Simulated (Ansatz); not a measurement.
**Mercury, hcp under LDA: ground state and equation of state**

Aim: take mercury in the hcp structure, relax it, solve it on a dense k-mesh, switch on spin-orbit coupling, then scale the cell to 7 volumes from 88 to 112 % of the relaxed one and try a fit of the equation of state. The k-meshes are 11×11×6 for the relaxation; 19×19×10 for the dense run; 12×12×6 for spin-orbit coupling; 13×13×7 for the volumes.

Computed with Ansatz 0.2.0 (DFT LDA (PW92), plane waves (420 eV) with PAW, scalar-relativistic; PBE-made PAW files, unless a step says otherwise).

### 1 The system as given

It takes space group P6_3/mmc (No. 194, hexagonal). Conventional cell: a = 3.195 Å, b = 3.195 Å, c = 5.218 Å, α = 90.00°, β = 90.00°, γ = 120.00°. Hg (site symmetry -6m2) has 12 Hg at 3.20 Å as nearest neighbours.

As a file:

```
CELL_PARAMETERS angstrom
3.19548 0.00000 0.00000
-1.59774 2.76737 0.00000
0.00000 0.00000 5.21822
ATOMIC_POSITIONS crystal
Hg 0.33333 0.66667 0.25000
Hg 0.66667 0.33333 0.75000
```

### 2 Relaxing cell and atoms

Input file input.yaml:

```yaml
crystal:
  lattice:
    - [3.195482737, 0.0, 0.0]
    - [-1.5977413685, 2.7673692276, 0.0]
    - [0.0, 0.0, 5.2182233095]
  atoms:
    - { symbol: Hg, position: [0.3333333333, 0.6666666667, 0.25] }
    - { symbol: Hg, position: [0.6666666667, 0.3333333333, 0.75] }
hamiltonian:
  xc: lda
  pseudopotentials:
    kind: paw
    azcp:
      Hg: "pseudopotentials/Hg.paw.azcp"
basis:
  ecutwfc: 420
  fft_grid_basis: typed
kpoints:
  mp_grid: { grid: [11, 11, 6], shift: [0, 0, 0] }
magnetization:
  spin_polarized: false
scf:
  occupations: { method: fermi_dirac, width: 0.1 }
relax:
  max_steps: 60
  f_tol: 0.01
  cell: {}
```

The runs that follow: The energy on a finer k-mesh; A two-component run at the same geometry; Equation of state: 88 %; Equation of state: 92 %; Equation of state: 96 %; Equation of state: 100 %; Equation of state: 104 %; Equation of state: 108 %; Equation of state: 112 %.

Q: Predict the outcome of this session. Wanted: space group; conventional cell; volume; shortest distance; gap on the mesh; relative to alpha-Hg; V₀, B₀, B₀′.

As calculated:

| quantity | value |
| --- | --- |
| space group (spins left aside) | P6_3/mmc (No. 194) |
| conventional cell | a = 3.114 Å, c = 5.283 Å (c/a = 1.696) |
| volume | 22.187 Å³/atom |
| shortest distance | 3.114 Å |
| gap on the mesh | none (levels filled in part) |
| relative to alpha-Hg (rhombohedral) | +35 meV/atom |
| V₀, B₀, B₀′ | 22.207 Å³/atom, 47 GPa, 7.7 |

**Reading.** From the guessed start the volume shrank by 3.8 % in 6 steps. Against the reference form of mercury (alpha-Hg (rhombohedral), computed apart with the same settings) it stands 35 meV/atom higher. No gap shows: it is a metal or semimetal at this level. The total energy of the spin-orbit run lies -39.0 eV/atom from the scalar one, but the two kinds of run don't share a zero of energy: only differences within one kind count. B₀ comes out at 47 GPa; letting shape and positions relax at each volume could only lower it. Relaxation kept the symmetry; phonons were not checked.
